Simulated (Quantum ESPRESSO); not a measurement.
# KNa2Rh3 (P6/mmm) in Quantum ESPRESSO: notebook

The runs below take KNa2Rh3 through single point, equation of state, with LDA.

Everything below comes from runs of Quantum ESPRESSO 7.5. Logs are shortened: lines on timing, memory, paths and dates and some standing lists are left out, and cuts for length are marked.

## (1) Starting point

It takes space group P6/mmm (No. 191, hexagonal). The conventional cell has a = 5.899 Å, b = 5.899 Å, c = 3.520 Å, α = 90.00°, β = 90.00°, γ = 120.00°. K (site symmetry 6/mmm) has 6 Na at 3.41 Å and 12 Rh at 3.43 Å and 2 K at 3.52 Å as nearest neighbours. Na (site symmetry -6m2) is surrounded by 6 Rh at 2.45 Å. Around Rh (site symmetry mmm) lie 4 Na at 2.45 Å.

The cell was built by a generator and needn't be a form met in nature.

## (2) Single point, LDA, 16.62 Å³/atom

Input file pw.in:

```
&CONTROL
  calculation = 'scf'
  prefix = 'pwscf'
  outdir = './tmp'
  pseudo_dir = './pseudo'
  tprnfor = .true.
  tstress = .true.
  disk_io = 'nowf'
/
&SYSTEM
  ibrav = 0
  nat = 6
  ntyp = 3
  ecutwfc = 45
  ecutrho = 360
  nbnd = 48
  input_dft = 'pz'
  occupations = 'smearing'
  smearing = 'gaussian'
  degauss = 0.00734986
/
&ELECTRONS
  conv_thr = 1.2d-09
  electron_maxstep = 120
  mixing_beta = 0.5
/
ATOMIC_SPECIES
K     39.0983 k_pbesol_v1.4.uspp.F.UPF
Na    22.9898 na_pbesol_v1.5.uspp.F.UPF
Rh   102.9055 rh_pbesol_v1.4.uspp.F.UPF
CELL_PARAMETERS angstrom
   5.7788568635    0.0000000000    0.0000000000
  -2.8894284366    5.0046368486    0.0000000000
   0.0000000000    0.0000000000    3.4485812030
ATOMIC_POSITIONS crystal
K      0.0000000000    0.0000000000    0.0000000000
Na     0.3333333300    0.6666666700    0.0000000000
Na     0.6666666700    0.3333333300    0.0000000000
Rh     0.5000000000    0.0000000000    0.5000000000
Rh     0.5000000000    0.5000000000    0.5000000000
Rh     0.0000000000    0.5000000000    0.5000000000
K_POINTS automatic
4 4 7 0 0 0
```

Potentials or basis: GBRV 1.5 PBEsol.

Run with:

```sh
$ OMP_NUM_THREADS=1 pw.x -in pw.in > pw.out
```

pw.out:

```text
This program is part of the open-source Quantum ESPRESSO suite
     for quantum simulation of materials; please cite
         "P. Giannozzi et al., J. Phys.:Condens. Matter 21 395502 (2009);
         "P. Giannozzi et al., J. Phys.:Condens. Matter 29 465901 (2017);
         "P. Giannozzi et al., J. Chem. Phys. 152 154105 (2020);
     in publications or presentations arising from this work. More details at

     IMPORTANT: XC functional enforced from input :
     Exchange-correlation= PZ
                           (   1   1   0   0   0   0   0)
     Any further DFT definition will be discarded
     Please, verify this is what you really want

     Message from routine setup:
     using ibrav=0 with symmetry is DISCOURAGED, use correct ibrav instead

     G-vector sticks info
     --------------------
     sticks:   dense  smooth     PW     G-vecs:    dense   smooth      PW
     Sum        2941    1483    433                77715    27537    4311

     Using Slab Decomposition

     bravais-lattice index     =            0
     lattice parameter (alat)  =      10.9205  a.u.
     unit-cell volume          =     673.0566 (a.u.)^3
     number of atoms/cell      =            6
     number of atomic types    =            3
     number of electrons       =        72.00
     number of Kohn-Sham states=           48
     kinetic-energy cutoff     =      45.0000  Ry
     charge density cutoff     =     360.0000  Ry
     scf convergence threshold =      1.2E-09
     mixing beta               =       0.5000
     number of iterations used =            8  plain     mixing
     Exchange-correlation= PZ
                           (   1   1   0   0   0   0   0)

     celldm(1)=  10.920457  celldm(2)=   0.000000  celldm(3)=   0.000000
     celldm(4)=   0.000000  celldm(5)=   0.000000  celldm(6)=   0.000000

     crystal axes: (cart. coord. in units of alat)
               a(1) = (   1.000000   0.000000   0.000000 )
               a(2) = (  -0.500000   0.866025   0.000000 )
               a(3) = (   0.000000   0.000000   0.596758 )

     reciprocal axes: (cart. coord. in units 2 pi/alat)
               b(1) = (  1.000000  0.577350 -0.000000 )
               b(2) = (  0.000000  1.154701  0.000000 )
               b(3) = (  0.000000 -0.000000  1.675720 )

     PseudoPot. # 1 for K  read from file:
     k_pbesol_v1.4.uspp.F.UPF
     Pseudo is Ultrasoft + core correction, Zval =  9.0
     Generated by new atomic code, or converted to UPF format
     Using radial grid of  841 points,  6 beta functions with:
                l(1) =   0
                l(2) =   0
                l(3) =   1
                l(4) =   1
                l(5) =   2
                l(6) =   2
     Q(r) pseudized with  6 coefficients,  rinner =    1.500   1.500   1.500
                                                       1.500   1.500

     PseudoPot. # 2 for Na read from file:
     na_pbesol_v1.5.uspp.F.UPF
     Pseudo is Ultrasoft, Zval =  9.0
     Generated by new atomic code, or converted to UPF format
     Using radial grid of  819 points,  5 beta functions with:
                l(1) =   0
                l(2) =   0
                l(3) =   1
                l(4) =   1
                l(5) =   2
     Q(r) pseudized with  8 coefficients,  rinner =    1.250   1.250   1.250
                                                       1.250   1.250

     PseudoPot. # 3 for Rh read from file:
     rh_pbesol_v1.4.uspp.F.UPF
     Pseudo is Ultrasoft + core correction, Zval = 15.0
     Generated by new atomic code, or converted to UPF format
     Using radial grid of  969 points,  7 beta functions with:
                l(1) =   0
                l(2) =   0
                l(3) =   1
                l(4) =   1
                l(5) =   2
                l(6) =   2
                l(7) =   2
     Q(r) pseudized with  8 coefficients,  rinner =    1.200   1.200   1.200
                                                       1.200   1.200

     atomic species   valence    mass     pseudopotential
     K                 9.00    39.09830     K ( 1.00)
     Na                9.00    22.98980     Na( 1.00)
     Rh               15.00   102.90550     Rh( 1.00)

     24 Sym. Ops., with inversion, found

   Cartesian axes

     site n.     atom                  positions (alat units)
         1        K      tau(   1) = (   0.0000000   0.0000000   0.0000000  )
         2        Na     tau(   2) = (  -0.0000000   0.5773503   0.0000000  )
         3        Na     tau(   3) = (   0.5000000   0.2886751   0.0000000  )
         4        Rh     tau(   4) = (   0.5000000   0.0000000   0.2983792  )
         5        Rh     tau(   5) = (   0.2500000   0.4330127   0.2983792  )
         6        Rh     tau(   6) = (  -0.2500000   0.4330127   0.2983792  )

     number of k points=    16  Gaussian smearing, width (Ry)=  0.0073
                       cart. coord. in units 2pi/alat
        k(    1) = (   0.0000000   0.0000000   0.0000000), wk =   0.0178571
        k(    2) = (   0.0000000   0.0000000   0.2393886), wk =   0.0357143
        k(    3) = (   0.0000000   0.0000000   0.4787772), wk =   0.0357143
        k(    4) = (   0.0000000   0.0000000   0.7181658), wk =   0.0357143
        k(    5) = (   0.0000000   0.2886751   0.0000000), wk =   0.1071429
        k(    6) = (   0.0000000   0.2886751   0.2393886), wk =   0.2142857
[... 8 lines left out ...]
        k(   15) = (   0.2500000   0.4330127   0.4787772), wk =   0.2142857
        k(   16) = (   0.2500000   0.4330127   0.7181658), wk =   0.2142857

     Dense  grid:    77715 G-vectors     FFT dimensions: (  72,  72,  40)

     Smooth grid:    27537 G-vectors     FFT dimensions: (  48,  48,  27)

     Initial potential from superposition of free atoms

     starting charge      69.9832, renormalised to      72.0000

     negative rho (up, down):  1.618E-01 0.000E+00
     Starting wfcs are   54 randomized atomic wfcs

     Self-consistent Calculation

     iteration #  1     ecut=    45.00 Ry     beta= 0.50
     Davidson diagonalization with overlap
     ethr =  1.00E-02,  avg # of iterations =  6.4

     negative rho (up, down):  1.627E-01 0.000E+00

     total energy              =    -759.19316094 Ry
     estimated scf accuracy    <       1.48647127 Ry

     iteration #  2     ecut=    45.00 Ry     beta= 0.50
     Davidson diagonalization with overlap
     ethr =  2.06E-03,  avg # of iterations =  2.0
[... 69 lines left out ...]
     iteration # 10     ecut=    45.00 Ry     beta= 0.50
     Davidson diagonalization with overlap
     ethr =  2.35E-12,  avg # of iterations =  2.9

     negative rho (up, down):  1.559E-01 0.000E+00

     End of self-consistent calculation

          k = 0.0000 0.0000 0.0000 (  3451 PWs)   bands (ev):

   -39.3210 -39.3090 -33.9077 -33.7243 -33.7243 -33.5009 -33.4853 -33.4853
   -33.4676 -33.4676 -33.4119 -17.7395 -11.6389 -11.5711 -11.5548 -11.5548
   -11.4702 -11.4702  -1.4677  -1.4677  -1.0929   6.4603   7.9823   8.5556
     8.5556   9.1808   9.4568   9.4568   9.6901  10.0664  10.0664  11.1936
    11.1936  11.2942  11.2942  11.4497  12.5375  13.0093  13.9617  13.9617
    15.5344  15.5344  17.0289  19.7818  20.9024  20.9024  21.4496  21.5998

          k = 0.0000 0.0000 0.2394 (  3452 PWs)   bands (ev):
[... 55 lines left out ...]
   -39.3205 -39.3058 -33.9085 -33.7427 -33.7136 -33.4966 -33.4961 -33.4961
   -33.4918 -33.4794 -33.4215 -17.6762 -11.6824 -11.6191 -11.5139 -11.5109
   -11.4979 -11.4962  -1.7288  -1.3884  -1.3880   7.8327   8.7530   8.8295
     9.0730   9.3638   9.6646   9.7004  10.1737  10.6932  10.7895  11.0552
    11.0839  11.1953  11.4852  11.5052  11.7292  13.0423  13.3463  14.6604
    14.7484  15.3220  15.5447  19.1194  19.5060  19.9169  20.3254  20.7759

          k = 0.0000-0.5774 0.0000 (  3428 PWs)   bands (ev):

   -39.3169 -39.3129 -33.8447 -33.7725 -33.7093 -33.5022 -33.4898 -33.4787
   -33.4752 -33.4676 -33.4377 -17.7386 -11.6162 -11.5936 -11.5578 -11.5283
   -11.4963 -11.4672  -1.5116  -1.4786  -1.0970   7.6858   8.6976   8.7547
     9.1327   9.3699   9.5175   9.8091   9.9067   9.9274  10.1629  10.3010
    10.4142  10.6340  10.6390  10.7281  11.2550  11.3700  13.0015  14.4982
    16.6820  16.9322  19.0894  19.4041  19.7423  20.3762  21.3965  21.7162

          k = 0.0000-0.5774 0.2394 (  3406 PWs)   bands (ev):

   -39.3155 -39.3136 -33.8486 -33.7742 -33.7087 -33.5018 -33.4910 -33.4821
   -33.4748 -33.4732 -33.4373 -17.7264 -11.6235 -11.6107 -11.5496 -11.5214
   -11.4934 -11.4725  -1.4869  -1.4603  -1.2275   7.8061   8.9111   8.9987
     9.1606   9.4235   9.6957   9.8016   9.8305  10.1310  10.1512  10.2618
    10.4127  10.5629  10.5812  10.6247  11.2430  11.2796  13.4209  14.5262
    17.0225  17.3246  18.1632  18.9479  19.3341  20.4882  21.0433  21.2598

          k = 0.0000-0.5774 0.4788 (  3450 PWs)   bands (ev):

   -39.3152 -39.3124 -33.8570 -33.7778 -33.7072 -33.5009 -33.4939 -33.4898
   -33.4859 -33.4738 -33.4365 -17.6988 -11.6428 -11.6333 -11.5312 -11.5129
   -11.4933 -11.4843  -1.5074  -1.4314  -1.4191   8.0452   9.0729   9.2087
     9.4281   9.5686   9.7281   9.8880  10.1002  10.2034  10.2539  10.3747
    10.4016  10.6313  10.7558  10.8956  11.1293  11.2156  14.3910  14.6090
    16.1638  16.8451  17.6869  17.8905  18.8915  20.6314  20.7925  21.0542

          k = 0.0000-0.5774 0.7182 (  3444 PWs)   bands (ev):

   -39.3164 -39.3098 -33.8636 -33.7805 -33.7061 -33.5001 -33.4964 -33.4962
   -33.4961 -33.4730 -33.4358 -17.6765 -11.6647 -11.6366 -11.5165 -11.5107
   -11.4968 -11.4937  -1.7200  -1.3862  -1.3854   8.2212   8.9688   9.2725
     9.3479   9.7003   9.8333   9.9659  10.0365  10.1642  10.1697  10.1816
    10.5645  11.0450  11.1921  11.5829  11.8425  12.2192  13.9965  14.5745
    14.8851  15.4834  16.2341  18.8980  18.9508  20.1831  20.6110  21.7258

          k = 0.2500 0.4330 0.0000 (  3422 PWs)   bands (ev):

   -39.3169 -39.3129 -33.8425 -33.7774 -33.7068 -33.5040 -33.4898 -33.4787
   -33.4697 -33.4676 -33.4411 -17.7386 -11.6162 -11.5936 -11.5572 -11.5280
   -11.4978 -11.4666  -1.5034  -1.4867  -1.0970   7.7179   8.6668   8.7328
     9.0904   9.4193   9.5244   9.5336   9.8378   9.9797  10.2114  10.3008
    10.6078  10.6336  10.8754  11.0743  11.1818  11.3148  12.1373  15.6446
    16.1043  16.9113  18.8825  19.2974  19.5520  19.9790  21.9227  22.7465
[... 21 lines left out ...]
   -39.3164 -39.3098 -33.8615 -33.7852 -33.7036 -33.5017 -33.4964 -33.4962
   -33.4961 -33.4678 -33.4393 -17.6765 -11.6648 -11.6365 -11.5170 -11.5082
   -11.5006 -11.4919  -1.7200  -1.3859  -1.3856   8.4106   8.9264   9.0615
     9.2717   9.5560   9.6422   9.8631   9.9860  10.2608  10.2675  10.4522
    10.8739  11.0482  11.2812  11.4707  11.8588  12.5230  13.5442  13.9664
    14.8044  15.9023  16.8706  18.5557  19.6045  19.6609  20.2785  20.6693

     the Fermi energy is    11.3321 ev

!    total energy              =    -759.67742598 Ry
     estimated scf accuracy    <          1.1E-10 Ry
     smearing contrib. (-TS)   =      -0.00246749 Ry
     internal energy E=F+TS    =    -759.67495849 Ry

     The total energy is F=E-TS. E is the sum of the following terms:
     one-electron contribution =    -340.02617761 Ry
     hartree contribution      =     209.91234429 Ry
     xc contribution           =    -126.49895324 Ry
     ewald contribution        =    -503.06217193 Ry

     convergence has been achieved in  10 iterations

     negative rho (up, down):  1.559E-01 0.000E+00

     Forces acting on atoms (cartesian axes, Ry/au):

     atom    1 type  1   force =     0.00000000    0.00000000    0.00000000
     atom    2 type  2   force =     0.00000000   -0.00000000    0.00000000
     atom    3 type  2   force =     0.00000000    0.00000000    0.00000000
     atom    4 type  3   force =     0.00000000   -0.00000000   -0.00000000
     atom    5 type  3   force =     0.00000000    0.00000000   -0.00000000
     atom    6 type  3   force =     0.00000000    0.00000000    0.00000000

     Total force =     0.000000     Total SCF correction =     0.000000

     Computing stress (Cartesian axis) and pressure

     negative rho (up, down):  1.559E-01 0.000E+00
          total   stress  (Ry/bohr**3)                   (kbar)     P=      141.89
   0.00047006   0.00000000   0.00000000           69.15        0.00        0.00
   0.00000000   0.00047006  -0.00000000            0.00       69.15       -0.00
   0.00000000   0.00000000   0.00195350            0.00        0.00      287.37

=------------------------------------------------------------------------------=
   JOB DONE.
=------------------------------------------------------------------------------=
```

Wall time 68 s (1 thread of Intel Xeon Platinum 8488C (Sapphire Rapids), shared host); peak memory 0.48 GiB.

What came out:

| Item | Value |
| --- | --- |
| Free energy | -10335.9379 eV |
| Pressure | 14.2 GPa |
| Band gap on the k mesh | none (metal or under the smearing width) |

Caveat: the potentials were made for another functional, which shifts forces and pressure.

## (3) Single point, LDA, 16.98 Å³/atom

pw.in: that of step 2 with these lines changed.

```diff
@@ -31,5 +31,5 @@
 CELL_PARAMETERS angstrom
-   5.7788568635    0.0000000000    0.0000000000
-  -2.8894284366    5.0046368486    0.0000000000
-   0.0000000000    0.0000000000    3.4485812030
+   5.8195543794    0.0000000000    0.0000000000
+  -2.9097771947    5.0398819313    0.0000000000
+   0.0000000000    0.0000000000    3.4728677863
 ATOMIC_POSITIONS crystal
```

Potentials or basis: GBRV 1.5 PBEsol.

Run with:

```sh
$ OMP_NUM_THREADS=1 pw.x -in pw.in > pw.out
```

It took 65 s on 1 thread of Intel Xeon Platinum 8488C (Sapphire Rapids), shared host; peak memory 0.49 GiB.

It converged, with:

- Free energy: -10336.1124 eV
- Pressure: 11.8 GPa
- Band gap on the k mesh: none (metal or under the smearing width)

Caveat: the potentials were made for another functional, which shifts forces and pressure.

## (4) Single point, LDA, 17.33 Å³/atom

pw.in: that of step 3 with these lines changed.

```diff
@@ -31,5 +31,5 @@
 CELL_PARAMETERS angstrom
-   5.8195543794    0.0000000000    0.0000000000
-  -2.9097771947    5.0398819313    0.0000000000
-   0.0000000000    0.0000000000    3.4728677863
+   5.8596905055    0.0000000000    0.0000000000
+  -2.9298452577    5.0746408361    0.0000000000
+   0.0000000000    0.0000000000    3.4968193555
 ATOMIC_POSITIONS crystal
```

Run with:

```sh
$ OMP_NUM_THREADS=1 pw.x -in pw.in > pw.out
```

Wall time 68 s (1 thread of Intel Xeon Platinum 8488C (Sapphire Rapids), shared host); peak memory 0.5 GiB.

The run converged. Its results:

| Quantity | Value |
| --- | --- |
| Free energy | -10336.2573 eV |
| Pressure | 9.7 GPa |
| Band gap on the k mesh | none (metal or under the smearing width) |

Caveat: the potentials were made for another functional, which shifts forces and pressure.

## (5) Single point, LDA, 17.68 Å³/atom

pw.in: that of step 4 with these lines changed.

```diff
@@ -31,5 +31,5 @@
 CELL_PARAMETERS angstrom
-   5.8596905055    0.0000000000    0.0000000000
-  -2.9298452577    5.0746408361    0.0000000000
-   0.0000000000    0.0000000000    3.4968193555
+   5.8992842100    0.0000000000    0.0000000000
+  -2.9496421100    5.1089299900    0.0000000000
+   0.0000000000    0.0000000000    3.5204472300
 ATOMIC_POSITIONS crystal
```

Run with:

```sh
$ OMP_NUM_THREADS=1 pw.x -in pw.in > pw.out
```

It took 71 s on 1 thread of Intel Xeon Platinum 8488C (Sapphire Rapids), shared host; peak memory 0.51 GiB.

The run converged. Its results:

| Item | Value |
| --- | --- |
| Free energy | -10336.3756 eV |
| Pressure | 7.8 GPa |
| Band gap on the k mesh | none (metal or under the smearing width) |

Caveat: the potentials were made for another functional, which shifts forces and pressure.

## (6) Single point, LDA, 18.04 Å³/atom

pw.in: that of step 5 with these lines changed.

```diff
@@ -31,5 +31,5 @@
 CELL_PARAMETERS angstrom
-   5.8992842100    0.0000000000    0.0000000000
-  -2.9496421100    5.1089299900    0.0000000000
-   0.0000000000    0.0000000000    3.5204472300
+   5.9383534559    0.0000000000    0.0000000000
+  -2.9691767330    5.1427649495    0.0000000000
+   0.0000000000    0.0000000000    3.5437621295
 ATOMIC_POSITIONS crystal
```

Potentials or basis: GBRV 1.5 PBEsol.

Run with:

```sh
$ OMP_NUM_THREADS=1 pw.x -in pw.in > pw.out
```

Run time: 71 s. Hardware: 1 thread of Intel Xeon Platinum 8488C (Sapphire Rapids), shared host; peak memory 0.52 GiB.

It converged, with:

| Quantity | Value |
| --- | --- |
| Free energy | -10336.4700 eV |
| Pressure | 6.1 GPa |
| Band gap on the k mesh | none (metal or under the smearing width) |

Caveat: the potentials were made for another functional, which shifts forces and pressure.

## (7) Single point, LDA, 18.39 Å³/atom

pw.in: that of step 6 with these lines changed.

```diff
@@ -31,5 +31,5 @@
 CELL_PARAMETERS angstrom
-   5.9383534559    0.0000000000    0.0000000000
-  -2.9691767330    5.1427649495    0.0000000000
-   0.0000000000    0.0000000000    3.5437621295
+   5.9769152732    0.0000000000    0.0000000000
+  -2.9884576417    5.1761604628    0.0000000000
+   0.0000000000    0.0000000000    3.5667742167
 ATOMIC_POSITIONS crystal
```

Run with:

```sh
$ OMP_NUM_THREADS=1 pw.x -in pw.in > pw.out
```

It took 77 s on 1 thread of Intel Xeon Platinum 8488C (Sapphire Rapids), shared host; peak memory 0.53 GiB.

Results (log left out):

| Item | Value |
| --- | --- |
| Free energy | -10336.5431 eV |
| Pressure | 4.6 GPa |
| Band gap on the k mesh | none (metal or under the smearing width) |

Caveat: the potentials were made for another functional, which shifts forces and pressure.

## (8) Single point, LDA, 18.74 Å³/atom

pw.in: that of step 7 with these lines changed.

```diff
@@ -31,5 +31,5 @@
 CELL_PARAMETERS angstrom
-   5.9769152732    0.0000000000    0.0000000000
-  -2.9884576417    5.1761604628    0.0000000000
-   0.0000000000    0.0000000000    3.5667742167
+   6.0149858236    0.0000000000    0.0000000000
+  -3.0074929169    5.2091305267    0.0000000000
+   0.0000000000    0.0000000000    3.5894931364
 ATOMIC_POSITIONS crystal
```

Run with:

```sh
$ OMP_NUM_THREADS=1 pw.x -in pw.in > pw.out
```

Run time: 73 s. Hardware: 1 thread of Intel Xeon Platinum 8488C (Sapphire Rapids), shared host; peak memory 0.54 GiB.

It converged, with:

- Free energy: -10336.5968 eV
- Pressure: 3.2 GPa
- Band gap on the k mesh: none (metal or under the smearing width)

Caveat: the potentials were made for another functional, which shifts forces and pressure.

## (9) Equation of state, LDA

Potentials or basis: GBRV 1.5 PBEsol.

No new run: the results of the series are fitted here.

What came out:

| Property | Result |
| --- | --- |
| Equilibrium volume | 19.81 Å³/atom (rough: see the caveat) |
| Bulk modulus at fixed shape and positions | 54 GPa (rough) |

Energy against volume, from the lowest point:
```
volume (Å³/atom)  energy (meV/atom)
          16.623             109.81
          16.976              80.73
          17.330              56.57
          17.684              36.86
          18.037              21.12
          18.391               8.95
          18.745               0.00
```

Caveat: the potentials were made for another functional, which shifts forces and pressure; the minimum lies outside the volumes run; the cell was scaled at fixed shape and fractional positions, which overstates the stiffness of a crystal with free parameters, most of all of layers and chains.

## (10) The reference run

An earlier run on the cell as given: functional PBE; potentials or basis SSSP 1.3 efficiency PBE; cutoff 816 eV; density cutoff 6531 eV; k mesh 5 × 5 × 8; occupations fermi-dirac, width 0.05 eV; no spin polarisation.

- Pressure: 15.4 GPa
- Band gap on the k mesh: none (metal or under the smearing width)
